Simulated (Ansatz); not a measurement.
# TaRu: a tetragonal deformation path

The task here is to estimate one member of a computed series from the others.

Computed with Ansatz 0.2.0 (DFT PBEsol, scalar-relativistic, plane waves, PAW, unless a step's input says otherwise).

### The starting structure

Symmetry: P4/mmm, No. 123, tetragonal system. Conventional cell: a = 3.053 Å, b = 3.053 Å, c = 3.389 Å, α = 90.00°, β = 90.00°, γ = 90.00°. Ta (site symmetry 4/mmm) is surrounded by 8 Ru at 2.74 Å and 4 Ta at 3.05 Å. Ru (site symmetry 4/mmm) is surrounded by 8 Ta at 2.74 Å and 4 Ru at 3.05 Å.

As a file:

```cif
data_structure
_symmetry_space_group_name_H-M 'P4/mmm'
_symmetry_Int_Tables_number 123
_cell_length_a 3.0530
_cell_length_b 3.0530
_cell_length_c 3.3890
_cell_angle_alpha 90.000
_cell_angle_beta 90.000
_cell_angle_gamma 90.000
_cell_volume 31.59
loop_
_atom_site_label
_atom_site_type_symbol
_atom_site_symmetry_multiplicity
_atom_site_Wyckoff_symbol
_atom_site_fract_x
_atom_site_fract_y
_atom_site_fract_z
_atom_site_occupancy
Ta1 Ta 1 d 0.50000 0.50000 0.50000 1
Ru1 Ru 1 a 0.00000 0.00000 0.00000 1
```

No relaxation comes first: the listed cell is the starting point.

### Zero of energy

The reference gives a free energy of -15623.5874 eV, pressure -5.18 GPa, largest force 0.000 eV/Å and gap on the mesh none (metal). It was computed beforehand with the settings of the runs below.

The first run:

At fixed volume and fractional coordinates, lengths along (0.000, 0.000, 1.000) are scaled against those across it; ρ is that ratio over its starting value.

The input, input.yaml:

```yaml
crystal:
  lattice:
    - [3.2229519371, 0.0, 0.0]
    - [0.0, 3.2229519371, 0.0]
    - [0.0, 0.0, 3.0410076966]
  atoms:
    - { symbol: Ta, position: [0.5, 0.5, 0.5] }
    - { symbol: Ru, position: [0.0, 0.0, 0.0] }
basis:
  ecutwfc: 420
kpoints:
  mp_grid: { grid: [18, 18, 16] }
hamiltonian:
  xc: pbesol
scf:
  occupations: { method: gaussian, width: 0.15 }
output:
  forces: true
  stress: true
  eigenvalues: true
  write_density: true
  write_potential: true
  elf: true
  volumetric_format: npy
```

Run with:

```sh
$ ansatz run input.yaml --threads 1 --pin off --max-ram 2560MiB --backend cpu --events-out ev --progress --plain --runs-dir out
```

Steps of the session up to this table: ρ = 0.850; Point ρ = 1.200; Point ρ = 0.920; At ρ = 1.100; At ρ = 0.960; ρ = 1.050; Point ρ = 0.800; At ρ = 1.300.

One table of the session follows, with a row left open; its other results are not shown here.

```
    ρ  ΔE (meV/atom)  pressure (GPa)
0.800           48.2            -4.6
0.850           24.6            -5.1
0.920           28.9            -5.2
0.960              ?               ?
1.000            0.0            -5.2
1.050            8.5            -4.9
1.100           40.1            -4.8
1.200          129.5            -5.0
1.300          211.1            -5.3
```

**Question.** Estimate the row for ρ = 0.960.

Worked estimate for «ΔE (meV/atom)». A straight line through the neighbours (0.920, 28.9) and (1.000, 0.0) gives 28.9 + (0.0 − 28.9) × (0.960 − 0.920) / (1.000 − 0.920) = 14.5; a parabola fitted to 4 rows on both sides gives 15.6.

The run gave: ΔE (meV/atom): 11.5; pressure (GPa): -5.3. In «ΔE (meV/atom)» the line misses by +3.0 and the parabola by +4.1.
